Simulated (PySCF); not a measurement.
# A diatomic session: LiZn

One job finds the state of LiZn, follows it along the bond with each method and fits the curves.

Method: Li def2-SVPD, Zn def2-SVPD, no relativity; program: PySCF 2.14.0.

**1. Set-up**

The job is set up so:

```json
{"atoms": "Li, Zn", "charge": "0", "basis": "Li def2-SVPD, Zn def2-SVPD", "Hamiltonian": "no relativity", "basis functions": "46", "electrons treated": "33", "masses in u": "7.0160, 63.9291", "levels": "PBE0, PBE, r²SCAN, B3LYP, TPSS, revPBE, CAM-B3LYP, HF, MP2, SCS-MP2, CCSD, CCSD(T)", "grid": "80 radial by 434 angular points", "occupations": "held fixed by the projection of orbital angular momentum", "dissociation limit": "Li + Zn, each in its ground configuration", "starting distance in angstrom": "2.475", "values of 2S to try": "1, 3"}
```

Started as:

```sh
$ OMP_NUM_THREADS=1 python dia.py task.json out
```

The runs that follow: First curve: PBE0; Higher solutions at PBE0; PBE (GGA); r²SCAN (meta-GGA); B3LYP (global hybrid GGA); TPSS (meta-GGA); revPBE; CAM-B3LYP (range-separated hybrid); ROHF (mean field); MP2 and coupled cluster.

What does the calculation give? Wanted: for each run, Re; ωe; De; μ.

The runs gave:

Lowest PBE0 solution found, without spin–orbit coupling: ²Σ⁺ (doublet), unpaired electrons σ ↑. State 3 has its PBE0 minimum 3.39 eV higher. The other levels ran on the lowest alone.

| level | Re (Å) | ωe (cm⁻¹) | De (eV) | μ (D) |
| --- | --- | --- | --- | --- |
| ROHF-MP2 | 3.164 | 104.5 | 0.078 | n/a |
| ROHF-SCS-MP2 | 3.252 | 88.8 | 0.053 | n/a |
| ROHF-CCSD | 3.173 | 104.5 | 0.073 | n/a |
| ROHF-CCSD(T) | 3.137 | 111.1 | 0.083 | n/a |
| PBE | 2.824 | 203.7 | 0.316 | -0.13 |
| revPBE | 2.864 | 195.0 | 0.271 | -0.01 |
| TPSS | 2.813 | 213.3 | 0.352 | -0.24 |
| r²SCAN | 2.821 | 211.8 | 0.360 | -0.90 |
| B3LYP | 2.870 | 185.5 | 0.211 | -0.18 |
| PBE0 | 2.885 | 188.0 | 0.250 | -0.28 |
| CAM-B3LYP | 2.880 | 176.6 | 0.174 | -0.28 |

De is counted to Li + Zn in their ground configurations. A positive dipole means Li(−)Zn(+). No constants: ROHF (no minimum is bracketed among the points kept).

**Reading.** The methods spread over 0.439 Å in bond length, from TPSS to ROHF-SCS-MP2. CCSD(T) can't serve as the judge here: for a weak bond in this basis it is far from its limit. Among the levels with a De in the table, it runs from 0.053 eV (ROHF-SCS-MP2) to 0.360 eV (r²SCAN).

Correlated steps freeze 5 core orbitals. The bond is weak, and basis-set superposition, which was not computed, may be a sizeable part of it.
